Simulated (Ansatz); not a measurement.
# NaH2Pd3: the cost of one run

Program: the Python package of Ansatz 0.2.0. Level of theory: DFT PBEsol, plane waves, PAW. These are calculated values, not measurements.

**1. Starting point**

It takes space group Cmmm (No. 65, orthorhombic). Conventional cell: a = 5.653 Å, b = 8.621 Å, c = 2.814 Å, α = 90.00°, β = 90.00°, γ = 90.00°. Na (site symmetry mmm) has 2 H at 2.45 Å and 2 Na at 2.81 Å as nearest neighbours. Around H (site symmetry m2m) lie 5 Pd at 1.86 to 2.02 Å and 1 Na at 2.45 Å. Around Pd (site symmetry mmm) lie 2 H at 1.86 Å. Around Pd (site symmetry 2/m) lie 4 H at 2.02 Å.

No structure file is read: the coordinates are typed or built in the script.

**2. The code**

Input file kconv_nah2pd3.py:

```python
# -*- coding: utf-8 -*-
'''k-point test for NaH2Pd3.'''

import csv

import ansatz as az

lattice = az.Lattice.of(
    [2.826571, -4.310304, 0.0],
    [2.826571, 4.310304, 0.0],
    [0.0, 0.0, 2.81356],
)
sites = [
    ('Na', [0.5, 0.5, 0.0]),
    ('H', [0.215633, 0.784367, 0.0]),
    ('H', [0.784367, 0.215633, 0.0]),
    ('Pd', [0.0, 0.0, 0.0]),
    ('Pd', [0.5, 0.0, 0.5]),
    ('Pd', [0.0, 0.5, 0.5]),
]
structure = az.Crystal(lattice=lattice)
for symbol, position in sites:
    structure = structure.atom(symbol, position)

calc = (
    structure.calculation()
    .functional('pbesol')
    .pseudopotentials('paw')
    .basis(450)
    .occupations('fermi_dirac')
)

rows = []
for value in [(2, 2, 3), (2, 2, 4), (3, 3, 5), (4, 4, 6), (5, 5, 8), (6, 6, 10)]:
    rep = calc.kpoints(*value).run().report
    rows.append((value, rep['free_energy_ev'] / len(rep['lattice']['sites']), rep['n_iterations'], rep['n_kpoints']))

with open('kconv.csv', 'w', newline='') as handle:
    writer = csv.writer(handle)
    writer.writerow(['mesh', 'F/atom (eV)', 'iterations', 'k-points'])
    writer.writerows([round(v, 5) if isinstance(v, float) else v for v in row] for row in rows)

# differences from the last row
for row in rows[:-1]:
    shift = 1000 * (row[1] - rows[-1][1])
    print(f'{row[0]}: {shift:+.2f} meV/atom' + ('  (within 5 meV)' if abs(shift) < 5 else ''))
```

**3. Running it**

On the command line:

```bash
$ python kconv_nah2pd3.py
```

**Question.** How long does this script take on 1 thread of Arm Neoverse V1, shared host, and how much memory does it need?

About 25 s, with a peak of 0.48 GiB.
